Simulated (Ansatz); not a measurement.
# ClFH2OSZr: up Jacob's ladder to CCSD(T)

The task here is to estimate one member of a computed series from the others.

Program: Ansatz 0.2.0, Gaussian basis. Level of theory: functionals in def2-TZVPP, the program's frozen cores in correlated methods. These are calculated values, not measurements.

Plan: PBE-D4, r2SCAN-D4, PBE0-D4, B3LYP-D4, ωB97X-V, ωB97M-V, B2PLYP; CCSD(T)/def2-TZVPP; MP2/def2-QZVPP; extrapolation to the limit.

## The geometry

All runs share one geometry, relaxed beforehand with PBE0-D4 in a triple-zeta def2 set. Zr takes the def2 core potential; no spin-orbit term is included.

SMILES `[OH][Zr]([F])([SH])[Cl]`, 7 atoms, charge 0, spin multiplicity 1.

Atoms are counted from 1 here; the program's logs count them from 0.

Bond lengths: O1–Zr2 1.887 Å, O1–H6 0.954 Å, Zr2–F3 1.896 Å, Zr2–S4 2.440 Å, Zr2–Cl5 2.352 Å, S4–H7 1.348 Å. Angles: Zr2–O1–H6 172.2°, O1–Zr2–F3 112.3°, O1–Zr2–S4 105.3°, O1–Zr2–Cl5 111.6°, F3–Zr2–S4 109.1°, F3–Zr2–Cl5 108.1°, S4–Zr2–Cl5 110.3°, Zr2–S4–H7 91.1°.

The first run:

Input file in.yaml:

```yaml
crystal:
  periodic: [false, false, false]
  atoms:
    - {symbol: O, position_ang: [-1.837610, 0.062796, -0.022431]}
    - {symbol: Zr, position_ang: [0.005828, -0.228884, 0.254504]}
    - {symbol: F, position_ang: [0.482035, -2.055567, 0.072393]}
    - {symbol: S, position_ang: [1.130463, 1.066846, -1.480248]}
    - {symbol: Cl, position_ang: [0.687697, 0.496310, 2.385017]}
    - {symbol: H, position_ang: [-2.788201, 0.133783, -0.059810]}
    - {symbol: H, position_ang: [2.319778, 0.524716, -1.149424]}
basis:
  gaussian: {orbitals: def2-TZVPP}
hamiltonian: {xc: pbe, dispersion: d4}
output: {forces: true, orbitals: {seedname: orbitals}}
```

On the command line:

```console
$ ansatz run in.yaml --threads 2 --pin off --events-out ev --progress --plain --max-ram 22528MiB --backend cpu
```

Among the steps run: PBE-D4 (GGA); r2SCAN-D4 (meta-GGA); PBE0-D4 (hybrid); B3LYP-D4 (hybrid); ωB97X-V (range-separated); ωB97M-V (range-separated); B2PLYP (double hybrid).

One table of the session follows, with a row left open; its other results are not shown here.

It belongs to the step «Orbital energies across the functionals». 

```
functional  HOMO (eV)  LUMO (eV)  gap (eV)
    PBE-D4      -6.63      -2.41      4.23
 r2SCAN-D4          ?          ?         ?
   PBE0-D4      -7.86      -1.57      6.28
  B3LYP-D4      -7.60      -1.78      5.81
   ωB97X-V     -10.16       0.61     10.77
   ωB97M-V      -9.99       0.43     10.43
```

Estimate the missing values for r2SCAN-D4.

As computed: HOMO (eV): -6.93; LUMO (eV): -2.25; gap (eV): 4.69. In the column «HOMO (eV)» it lies between B3LYP-D4 (-7.60) and PBE-D4 (-6.63).
